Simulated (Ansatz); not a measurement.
**Magnesium, bcc: r²SCAN0 at the r²SCAN geometry**

How do the levels change when part of the exchange is made exact, and what does it cost? Spin polarisation is left out. The cell comes from an earlier r²SCAN relaxation. Exact exchange is dear, so the k-mesh is coarse, and r²SCAN is run on the same mesh for comparison.

Computed with Ansatz 0.2.0 (DFT, plane waves (500 eV) with PBE-made PAW files, scalar-relativistic; functionals as named at each step, unless a step says otherwise).

### Step 1. The system as given

Symmetry: Im-3m, No. 229, cubic system. Conventional cell: a = 3.557 Å, b = 3.557 Å, c = 3.557 Å, α = 90.00°, β = 90.00°, γ = 90.00°. Mg (site symmetry m-3m) has 8 Mg at 3.08 Å as nearest neighbours.

As a file:

```cif
data_structure
_symmetry_space_group_name_H-M 'P 1'
_symmetry_Int_Tables_number 1
_cell_length_a 3.0804
_cell_length_b 3.0804
_cell_length_c 3.0804
_cell_angle_alpha 109.471
_cell_angle_beta 109.471
_cell_angle_gamma 109.471
_cell_volume 22.50
loop_
_atom_site_label
_atom_site_type_symbol
_atom_site_fract_x
_atom_site_fract_y
_atom_site_fract_z
_atom_site_occupancy
Mg1 Mg 0.00000 0.00000 0.00000 1
```

### Step 2. r²SCAN on the coarse mesh

The run with r²SCAN.

Input file input.yaml:

```yaml
crystal:
  lattice:
    - [-1.7784587594, 1.7784587594, 1.7784587594]
    - [1.7784587594, -1.7784587594, 1.7784587594]
    - [1.7784587594, 1.7784587594, -1.7784587594]
  atoms:
    - { symbol: Mg, position: [0.0, 0.0, 0.0] }
hamiltonian:
  xc: r2scan
  pseudopotentials:
    kind: paw
    azcp:
      Mg: "pseudopotentials/Mg.paw.azcp"
basis:
  ecutwfc: 500
  fft_grid_basis: typed
kpoints:
  mp_grid: { grid: [6, 6, 6], shift: [0, 0, 0] }
magnetization:
  spin_polarized: false
scf:
  occupations: { method: fermi_dirac, width: 0.1 }
```

Command:

```
$ ansatz run input.yaml --threads 4 --pin off --max-ram 8192MiB --backend cpu --events-out ev --progress --plain --runs-dir out
```

What it wrote (excerpt; [...] marks lines left out):

```text
Warning: RAYON_NUM_THREADS=4 ignored (pool sized by the plan → 4); use --threads N
[...]
Pseudopotentials: kind: paw
Pseudopotential: Mg, paw, valence charge 10, recommended cutoff 500 eV (meta_gga), <dir>
Functional definition: r2SCAN
[...]
Crystal: 1 atoms, lattice volume = 22.500 Å³
Basis set: ecut = 500 eV, 603 PW (Γ), exchange–correlation on 96×96×96 points (64 copies of the dense FFT grid, shifted against one another)
Bands: 9, of which v1, the nominal top of the filled ones, is band 5 counted from 1 (4 counted from 0)
Symmetry: 48 space group operations
Space group: Im-3m (ITA 229), of the structure as read, at distance tolerance 2.8e-5 Å
k-points: 16 of 216
[...]
SCF iter   1: F=—  HF=-1926.386450 eV  |F-HF|=—  |Δ(HF+E_count)|=         —  Δρ=7.42e-3  dr2=3.83e-3  dr2_τ=3.10e-4  ethr=1.77e-3  ⟨swp⟩=5.7  Hψ=1025  notcnv=0
[...]
SCF iter   6: F=-1926.390375 eV  HF=-1926.390375 eV  |F-HF|=4.77e-12  |Δ(HF+E_count)|=   2.33e-9  Δρ=1.49e-7  dr2=2.40e-12  dr2_τ=1.99e-13  ethr=1.89e-11  ⟨swp⟩=1.0  Hψ=422  notcnv=0
[...]
SCF converged after 6 iterations
Free energy (F): -1926.390375 eV
[...]
E sigma→0 (E₀):  -1926.384103 eV
Entropy (-TS):   -0.012544 eV (-12.544 meV/atom)
Fermi energy:    5.944420 eV
[...]
```

Wall time 0.31 s (4 threads of Arm Neoverse V2, shared host); peak memory 0.27 GiB.

### Step 3. r²SCAN0 on the coarse mesh

The run with r²SCAN0.

Edit input.yaml of step 2 so:

```diff
@@ -8,3 +8,3 @@
 hamiltonian:
-  xc: r2scan
+  xc: r2scan0
   pseudopotentials:
```

Command:

```
$ ansatz run input.yaml --threads 4 --pin off --max-ram 8192MiB --backend cpu --events-out ev --progress --plain --runs-dir out
```

What it wrote (excerpt; [...] marks lines left out):

```text
Warning: RAYON_NUM_THREADS=4 ignored (pool sized by the plan → 4); use --threads N
[...]
Pseudopotentials: kind: paw
Pseudopotential: Mg, paw, valence charge 10, recommended cutoff 500 eV (meta_gga), <dir>
Functional definition: r2SCAN0
[...]
Crystal: 1 atoms, lattice volume = 22.500 Å³
Basis set: ecut = 500 eV, 603 PW (Γ), exchange–correlation on 96×96×96 points (64 copies of the dense FFT grid, shifted against one another)
Bands: 9, of which v1, the nominal top of the filled ones, is band 5 counted from 1 (4 counted from 0)
Symmetry: 48 space group operations
Space group: Im-3m (ITA 229), of the structure as read, at distance tolerance 2.8e-5 Å
k-points: 16 of 216
[...]
SCF iter   1: F=—  HF=-1926.385814 eV  |F-HF|=—  |Δ(HF+E_count)|=         —  Δρ=7.28e-3  dr2=3.69e-3  dr2_τ=3.19e-4  ethr=1.77e-3  ⟨swp⟩=9.0  Hψ=795  notcnv=0
[...]
Frozen-core exchange: fock
[...]
hybrid outer 1: dexx = +3.660e-4 eV, tail = 1.14e-5 eV
[...]
hybrid outer 2: dexx = +4.448e-8 eV, tail = 1.58e-7 eV, Δε = 1.78e-3 eV (about 6.81e-4 eV left of the loop's levels)
hybrid SCF converged: 2 outer / 6 inner (+6 warm-up), last move |dexx| = 4.45e-8 eV, tail = 1.58e-7 eV
Stability not checked: this state was not tested for a lower state beside it, because the functional holds exact exchange (a hybrid, or Hartree-Fock), whose exchange loop this test does not read (fock_operator; see scf.lower_state_search)
Free energy (F): -1926.164666 eV
Frozen-core exchange: fock
[...]
E sigma→0 (E₀):  -1926.160709 eV
Entropy (-TS):   -0.007915 eV (-7.915 meV/atom)
Fermi energy:    6.123305 eV
[...]
--- Band table (eV; the first three rows and the last of 16) ---
  k-point 0: bands = ["-78.1772", "-41.9282", "-41.9282", "-41.9282", "-2.9849", "20.6827", "20.6827"]
[...]
  guard bands above this table: 2 of the run's 9 bands. The solve was not asked for them (output.publish_guard_bands: true or output.eigenvalues: true publishes all)
```

It took 1.7 s on 4 threads of Arm Neoverse V2, shared host; peak memory 0.59 GiB.

### Step 4. The functionals compared

```csv
functional,gap on the mesh,Fermi energy (eV),SCF cycles,exchange loops,CPU time
r²SCAN,none (levels filled in part),5.944,6,-,0.77 s
r²SCAN0,none (levels filled in part),6.123,12,2,4.8 s
```

### Step 5. Results

| quantity | value |
| --- | --- |
| r²SCAN: gap | none (levels filled in part) |
| r²SCAN0: gap | none (levels filled in part) |
| r²SCAN0: SCF cycles, exchange loops | 12, 2 |
| r²SCAN0: CPU time over that of r²SCAN | 6.2 |
| r²SCAN0: relative to hcp | +14 meV/atom |

**Reading.** Neither r²SCAN nor r²SCAN0 shows a clean gap on this mesh. r²SCAN0 cost 6.2 times the CPU time of r²SCAN. r²SCAN0 needed 2 outer loops of the exchange operator. To compare with dense-mesh energies, the change of r²SCAN from this mesh and smearing to its dense run (+3.7 meV/atom, from a run not shown) is added. Under r²SCAN0 it lies 14 meV/atom above hcp (computed apart in the same way); on such meshes a few tens of meV are uncertain for metals. The total energies in the logs cannot be compared from one functional to another.
